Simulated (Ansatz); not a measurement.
# CH7AsInN: the cost of one run

Program: Ansatz 0.2.0. Level of theory: RKS BHLYP-D4/def2-SVP. These are calculated values, not measurements.

## 1. The system as given

Bond lengths: N1–In2 2.033 Å, In2–C3 2.236 Å, C3–As4 1.965 Å, N1–H5 1.015 Å, N1–H6 1.014 Å, In2–H7 1.743 Å, C3–H8 1.093 Å, C3–H9 1.091 Å, As4–H10 1.505 Å, As4–H11 1.520 Å. Angles (14 of 15 angles, heavy atoms first): N1–In2–C3 119.3°, In2–C3–As4 108.1°, N1–In2–H7 116.5°, C3–In2–H7 123.4°, In2–N1–H5 115.4°, In2–N1–H6 118.0°, In2–C3–H8 108.3°, In2–C3–H9 108.2°, As4–C3–H8 110.4°, As4–C3–H9 112.9°, C3–As4–H10 95.0°, C3–As4–H11 95.2°, H5–N1–H6 107.3°, H8–C3–H9 108.9°.

As a file:

```xyz
11

N    -1.1670    1.9978    0.2626
In    0.5801    1.2159   -0.4231
C     0.8532   -1.0032   -0.4417
As   -0.7888   -1.8257    0.2569
H    -1.9862    1.4127    0.1334
H    -1.4170    2.9353   -0.0307
H     1.8733    2.3452   -0.7247
H     1.0279   -1.3191   -1.4733
H     1.7349   -1.2427    0.1543
H    -0.5738   -1.3646    1.6728
H    -0.1365   -3.1516    0.6136
```

## 2. Relaxing end A

File input.yaml:

```yaml
crystal:
  periodic: [false, false, false]
  atoms:
    - { symbol: "N", position_ang: [-1.16696, 1.99783, 0.26262] }
    - { symbol: In, position_ang: [0.5801, 1.21589, -0.42312] }
    - { symbol: C, position_ang: [0.8532, -1.00322, -0.44175] }
    - { symbol: As, position_ang: [-0.78882, -1.8257, 0.25686] }
    - { symbol: H, position_ang: [-1.98621, 1.41271, 0.1334] }
    - { symbol: H, position_ang: [-1.41705, 2.93529, -0.03071] }
    - { symbol: H, position_ang: [1.87329, 2.34523, -0.72472] }
    - { symbol: H, position_ang: [1.02787, -1.31908, -1.47329] }
    - { symbol: H, position_ang: [1.73487, -1.24272, 0.15435] }
    - { symbol: H, position_ang: [-0.57376, -1.36463, 1.6728] }
    - { symbol: H, position_ang: [-0.13654, -3.15161, 0.61357] }
basis:
  gaussian: { orbitals: def2-SVP }
hamiltonian:
  xc: { name: BHLYP }
  dispersion: d4
relax:
  f_tol: 0.015
  max_steps: 40
```

Run with:

```console
$ ansatz run input.yaml --threads 2 --pin off --max-ram 3072MiB --backend cpu --events-out ev --progress --plain --runs-dir out
```

Q: Estimate wall time and peak memory on 2 threads of Intel Xeon 6975P-C (Granite Rapids), shared host.

About 66 s, with a peak of 0.36 GiB.
